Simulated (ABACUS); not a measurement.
HfIn4SiO6:

```
Hf In Si O
1.0
     2.41418   -8.12947   -0.00361
     2.41418    8.12947   -0.00361
    -0.98872    0.00000    4.73072
Hf In Si O
1 4 1 6
Direct
  0.00000 0.00000 0.00000
  0.66321 0.33679 0.00000
  0.16197 0.83803 0.50000
  0.33679 0.66321 0.00000
  0.83803 0.16197 0.50000
  0.50000 0.50000 0.50000
  0.73033 0.73033 0.27051
  0.26967 0.26967 0.72949
  0.19575 0.35695 0.27609
  0.64305 0.80425 0.72391
  0.80425 0.64305 0.72391
  0.35695 0.19575 0.27609
```

The cell was built by a generator and needn't be a form met in nature.

Program: ABACUS 3.10.1. Alike in all runs: task single point; potentials or basis SG15 ONCV 1.2 PBE, DZP LCAO (the cutoffs set its grid); no spin polarisation; cell as given; k mesh 4 × 4 × 4; cutoff (eV) 1361; smearing fermi-dirac 0.05 eV.

Problem. Order these runs on this cell by their pressure, lowest first.
A. level LDA
B. level PBE
C. level TPSS
D. level PBEsol

Solution. A (-5.0 GPa), D (-1.8 GPa), C (-0.2 GPa), B (2.2 GPa).

Caveats: the atomic orbitals were generated for these runs and aren't a published set; the basis of atomic orbitals isn't converged, which shifts pressures, moduli and gaps; the potentials were made for another functional, which shifts forces and pressure (some runs).
